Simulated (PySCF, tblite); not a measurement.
**C7H14Si2: geometry, infrared bands and NMR shifts**

Aim: predict the infrared bands and NMR shifts of C7H14Si2 (`[SiH3]CC1=C(C2CC2)[SiH2]C1`).

Programs: tblite 0.8.0 and PySCF 2.14.0, with density-fitted response routines of our own. Each step states its level of theory. These are calculated values for one molecule in the gas phase, unless marked as measured. Atoms count from 0, in the outputs and in this text.

## (1) The starting structure

23 atoms, charge 0, multiplicity 1; geometry from: force field or distance geometry start.

Bonds of the start (Å): Si0–C1 1.82, C1–C2 1.51, C2–C3 1.28, C3–C4 1.52, C4–C5 1.54, C5–C6 1.51, C3–Si7 1.81, Si7–C8 1.79, C8–C2 1.46, C6–C4 1.48, Si0–H9 1.50, Si0–H10 1.48, Si0–H11 1.47, C1–H12 1.10, C1–H13 1.13, C4–H14 1.07, C5–H15 1.10, C5–H16 1.09, C6–H17 1.10, C6–H18 1.13, Si7–H19 1.48, Si7–H20 1.48, C8–H21 1.12, C8–H22 1.14.

## (2) Optimising the geometry with GFN2-xTB

What the job is given:

```
{"job": {"kind": "relax", "xc": "GFN2-xTB", "basis": "xTB"}, "charge": 0, "multiplicity": 1}
Si     2.332000    -1.156500     0.691400
C      2.198900     0.205400    -0.514800
C      0.775300     0.639700    -0.778600
C     -0.363200     0.239700    -0.346600
C     -0.763200    -0.846100     0.635500
C     -2.299700    -0.982500     0.706400
C     -1.491400    -0.416600     1.850100
Si    -1.374300     1.419000    -1.278000
C      0.345800     1.709400    -1.682500
H      1.551200    -0.791900     1.918700
H      3.727800    -1.299400     1.163000
H      1.965600    -2.485200     0.191100
H      2.579100    -0.149300    -1.482600
H      2.784900     1.112300    -0.195200
H     -0.296100    -1.808500     0.638600
H     -2.711000    -1.998900     0.786600
H     -2.856800    -0.322100     0.035400
H     -1.581800     0.651100     2.113700
H     -1.515800    -1.085600     2.757200
H     -2.233100     0.798200    -2.312400
H     -2.094500     2.425800    -0.459300
H      0.585000     1.424300    -2.736400
H      0.730700     2.744900    -1.418400
```

On the command line:

```bash
$ OMP_NUM_THREADS=1 python probes_run.py task.json out
```

One launch serves the whole session: the jobs run in the order shown.

**Question.** This job is followed by: GFN2-xTB harmonic vibrations, gas phase; GIAO PBE0/pcSseg-1 NMR shielding, non-relativistic, gas phase. What will the session give for the following? strongest single infrared mode (GFN2-xTB); zero-point energy (GFN2-xTB); 13C shifts against TMS (PBE0/pcSseg-1, means over atoms taken as alike); 1H shifts against TMS (PBE0/pcSseg-1, means over atoms taken as alike); 29Si shifts against TMS (PBE0/pcSseg-1).

**Answer**, as computed:

| quantity | value |
| --- | --- |
| strongest single infrared mode (GFN2-xTB) | 2247 cm⁻¹, 499 km/mol |
| zero-point energy (GFN2-xTB) | 111.1 kcal/mol |
| 13C shifts against TMS (PBE0/pcSseg-1, means over atoms taken as alike) | 159.3, 150.6, 18.0, 17.5, 14.8, 8.8 ppm |
| 1H shifts against TMS (PBE0/pcSseg-1, means over atoms taken as alike) | 4.66, 3.95, 2.17, 1.68, 1.47, 0.71, 0.23 ppm |
| 29Si shifts against TMS (PBE0/pcSseg-1) | -58.3, -75.8 ppm |

What this shows: The optimisation took 267 steps and gained 1.272 eV; among the close pairs (by a distance rule), Si7–C8 changed most, from 1.791 to 1.923 Å. No mode is imaginary among the 63: a minimum at this level. The strongest single mode, at 2247 cm⁻¹, moves mainly H10. GFN2-xTB is a fitted tight-binding method: band positions and strengths are rough. Its intensities can rank the bands wrongly. At PBE0/pcSseg-1: The largest span, 224 ppm, is at C2, where the paramagnetic term is -237 ppm.
